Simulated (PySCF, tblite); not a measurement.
# C₂H₁₀GeOSi: geometry, infrared bands and NMR shifts

What infrared bands and NMR shifts should C₂H₁₀GeOSi (`C[O][GeH2][CH2][SiH3]`) show?

The runs use tblite 0.8.0 and PySCF 2.14.0, with density-fitted response routines of our own; the level of theory stands in each step. All values are computed, except where a source is named. Atoms count from 0, in the outputs and in this text.

### Step 1. The molecule as given

15 atoms, charge 0, multiplicity 1; geometry from: force field or distance geometry start.

Bonds of the start (Å): C0–O1 1.41, O1–Ge2 1.81, Ge2–C3 1.96, C3–Si4 1.86, C0–H5 1.12, C0–H6 1.10, C0–H7 1.11, Ge2–H8 1.55, Ge2–H9 1.56, C3–H10 1.10, C3–H11 1.12, Si4–H12 1.47, Si4–H13 1.48, Si4–H14 1.47.

### Step 2. Relaxing the molecule with GFN2-xTB

Job settings and geometry (Å):

```
{"job": {"kind": "relax", "xc": "GFN2-xTB", "basis": "xTB"}, "charge": 0, "multiplicity": 1}
C      2.104400     0.670900    -0.445300
O      1.339000     0.974100     0.693500
Ge     0.539200    -0.550800     1.239100
C     -0.959500    -0.956600     0.044700
Si    -2.121000     0.493200    -0.021700
H      1.436100     0.338700    -1.281600
H      2.880500    -0.082500    -0.231900
H      2.616700     1.603300    -0.771900
H      1.540400    -1.730800     1.241700
H     -0.018800    -0.350300     2.677500
H     -0.578600    -1.190700    -0.964700
H     -1.506900    -1.850800     0.446400
H     -3.253300     0.172500    -0.904300
H     -1.395900     1.661900    -0.561800
H     -2.626700     0.806000     1.320900
```

Run with:

```console
> OMP_NUM_THREADS=1 python probes_run.py task.json out
```

This one command runs all jobs of the session in turn.

**Question.** This job is followed by: GFN2-xTB harmonic vibrations, gas phase; GIAO PBE0/pcSseg-1 NMR shielding, non-relativistic, gas phase. Predict these results of the whole session: strongest single infrared mode (GFN2-xTB); zero-point energy (GFN2-xTB); ¹³C shifts against TMS (PBE0/pcSseg-1); ¹H shifts against TMS (PBE0/pcSseg-1, means over atoms taken as alike); ¹⁷O shifts against H2O (PBE0/pcSseg-1); ⁷³Ge shifts against GeMe4 (PBE0/pcSseg-1); ²⁹Si shifts against TMS (PBE0/pcSseg-1); surface potential, 1st and 99th percentile.

**Answer**, as computed:

```
                                                              quantity                       value
                             strongest single infrared mode (GFN2-xTB)       1807 cm⁻¹, 486 km/mol
                                          zero-point energy (GFN2-xTB)               65.6 kcal/mol
                                ¹³C shifts against TMS (PBE0/pcSseg-1)              56.1, -8.6 ppm
¹H shifts against TMS (PBE0/pcSseg-1, means over atoms taken as alike)  5.11, 4.12, 3.73, 0.13 ppm
                                ¹⁷O shifts against H2O (PBE0/pcSseg-1)                    -5.7 ppm
                             ⁷³Ge shifts against GeMe4 (PBE0/pcSseg-1)                       1 ppm
                               ²⁹Si shifts against TMS (PBE0/pcSseg-1)                   -74.4 ppm
                                 surface potential, 1st and 99th percentile          -1.58 V and 1.15 V
```

In words: The optimisation took 89 steps and gained 0.301 eV; among the close pairs (by a distance rule), Ge2–H9 changed most, from 1.556 to 1.499 Å. No mode is imaginary among the 39: a minimum at this level. The strongest single mode, at 1807 cm⁻¹, moves mainly H8. Unscaled tight-binding wavenumbers are off by several per cent, some by more. Its intensities can rank the bands wrongly. At PBE0/pcSseg-1: The largest span, 306 ppm, is at Ge2, where the paramagnetic term is -1426 ppm. Spin-orbit coupling is left out, which matters for shieldings and couplings at and beside the heavy atoms.
